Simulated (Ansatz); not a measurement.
This script makes vertical spin-state energies of C2H8SSn, SMILES CC[S][SnH3] with Ansatz 0.2.0, Python API.

`spin_c2h8ssn.py`:
```python
# -*- coding: utf-8 -*-
"""Gap between spin states of C2H8SSn at one geometry."""

import logging
import sys

import ansatz as az

logging.basicConfig(stream=sys.stdout, format="%(levelname)s %(message)s")
logger = logging.getLogger("run")
logger.setLevel(logging.INFO)

BASIS_SET = "def2-SVPD"
FUNCTIONAL = "b3lyp"


def main():
    geometry_ang = [
        ("C", (-1.4672, 0.5051, 0.4752)),
        ("C", (-0.6524, -0.6393, 0.863)),
        ("S", (1.0018, -0.0876, 1.2925)),
        ("Sn", (1.9166, 0.0141, -0.981)),
        ("H", (-1.1049, 1.0353, -0.4607)),
        ("H", (-1.56, 1.3038, 1.2908)),
        ("H", (-2.5188, 0.2018, 0.2459)),
        ("H", (-0.5764, -1.3659, 0.0359)),
        ("H", (-1.0956, -1.1086, 1.7949)),
        ("H", (3.5776, 0.2539, -0.9471)),
        ("H", (1.4629, -1.5036, -1.7663)),
        ("H", (1.0932, 1.3357, -1.8091)),
    ]
    system = az.Crystal.molecule()
    for symbol, xyz in geometry_ang:
        system = system.atom(symbol, xyz)

    setup = (
        system.calculation()
        .basis(gaussian=BASIS_SET)
        .functional(FUNCTIONAL)
    )
    found = {}
    for unpaired in [0, 2]:
        data = setup.spin("collinear", total=unpaired).run(threads=1).report
        s = unpaired / 2
        found[unpaired] = data["free_energy_ev"]
        logger.info(f"2S+1 = {unpaired + 1}: E = {found[unpaired]:.5f} eV, <S^2> = {abs(data['mean_field']['state']['spin_squared']):.3f} (pure state {s * (s + 1):.2f})")
    lowest = min(found, key=found.get)
    for unpaired, e in found.items():
        logger.info(f"multiplicity {unpaired + 1}: {96.485332 * (e - found[lowest]):.1f} kJ/mol above the lowest")


if __name__ == "__main__":
    main()
```

Which spin state is lowest at this geometry, and how far above lie the others?

In order: multiplicity 1 (+0.00 eV) and multiplicity 3 (+4.19 eV), all at the one geometry.

The output:

Output of `python spin_c2h8ssn.py`:
```text
INFO 2S+1 = 1: E = -18868.84007 eV, <S^2> = 0.000 (pure state 0.00)
INFO 2S+1 = 3: E = -18864.64774 eV, <S^2> = 2.006 (pure state 2.00)
INFO multiplicity 1: 0.0 kJ/mol above the lowest
INFO multiplicity 3: 404.5 kJ/mol above the lowest
```

What to keep in mind:
- Total energies depend on the basis set; only differences at equal settings carry meaning.
- The geometry is a force-field or estimated start, not a minimum of this method, and the basis set is short of its limit. All parts are taken at fixed geometry, without zero-point energy.
- def2 sets replace the cores of elements past krypton by effective core potentials.
- b3lyp holds the VWN-RPA fit, as in Gaussian; the form of ORCA and Turbomole is b3lyp5.
- Spin-orbit coupling, which mixes and shifts the spin states of heavy atoms, is left out.
- Wall time of the script: 37 s on 1 thread of Arm Neoverse V2, with other jobs on the host, peak memory 0.61 GiB.

(A comment or docstring line of the script was reworded after the run, the code is as it ran; lines on the test bed's own set-up are left out of the output.)
